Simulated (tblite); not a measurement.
# C7H14BN: the cost of one run

The runs use tblite 0.8.0 and PySCF 2.14.0, with density-fitted response routines of our own; the level of theory stands in each step. All values are computed, except where a source is named. Atoms count from 0, in the outputs and in this text.

## Step 1: The molecule as given

23 atoms, charge 0, multiplicity 1; geometry from: force field or distance geometry start.

Bonds of the start (Å): C0–C1 1.35, C1–C2 1.50, C2–N3 1.43, N3–C4 1.28, C4–C5 1.49, C5–B6 1.60, B6–C7 1.59, B6–C8 1.60, C0–H9 1.10, C0–H10 1.08, C1–H11 1.08, C2–H12 1.12, C2–H13 1.12, C4–H14 1.10, C5–H15 1.12, C5–H16 1.11, C7–H17 1.12, C7–H18 1.11, C7–H19 1.11, C8–H20 1.10, C8–H21 1.10, C8–H22 1.11.

## Step 2: Geometry optimisation with GFN2-xTB

The job: settings as JSON, then the geometry in Å.

```
{"job": {"kind": "relax", "xc": "GFN2-xTB", "basis": "xTB"}, "charge": 0, "multiplicity": 1}
C     -3.238900    -0.856500     0.910800
C     -3.290300     0.382100     0.384100
C     -2.259300     0.833200    -0.604600
N     -0.965800     0.895600     0.002300
C      0.089100     1.220800    -0.638200
C      1.419500     1.255100     0.032100
B      1.956100    -0.224400     0.309200
C      1.273000    -1.128100     1.432000
C      3.170600    -0.829600    -0.529500
H     -4.002000    -1.164500     1.636200
H     -2.474200    -1.558300     0.622000
H     -4.079300     1.054800     0.699100
H     -2.552600     1.850900    -0.962200
H     -2.250700     0.135500    -1.474800
H      0.021900     1.499400    -1.695800
H      1.352600     1.819100     1.002200
H      2.146700     1.788300    -0.619600
H      0.830200    -2.041600     0.952700
H      0.461700    -0.566200     1.949600
H      2.032500    -1.439000     2.180700
H      2.823000    -1.731300    -1.060400
H      3.996000    -1.089100     0.155900
H      3.535600    -0.079100    -1.260700
```

The run is started by

```console
$ OMP_NUM_THREADS=1 python probes_run.py task.json out
```

The driver reads the jobs from task.json and runs them one after another.

**Question.** How long does this first job take on 1 thread of Arm Neoverse N1, shared host, and how much memory does it need?

About 2.4 s, with a peak of 0.18 GiB.
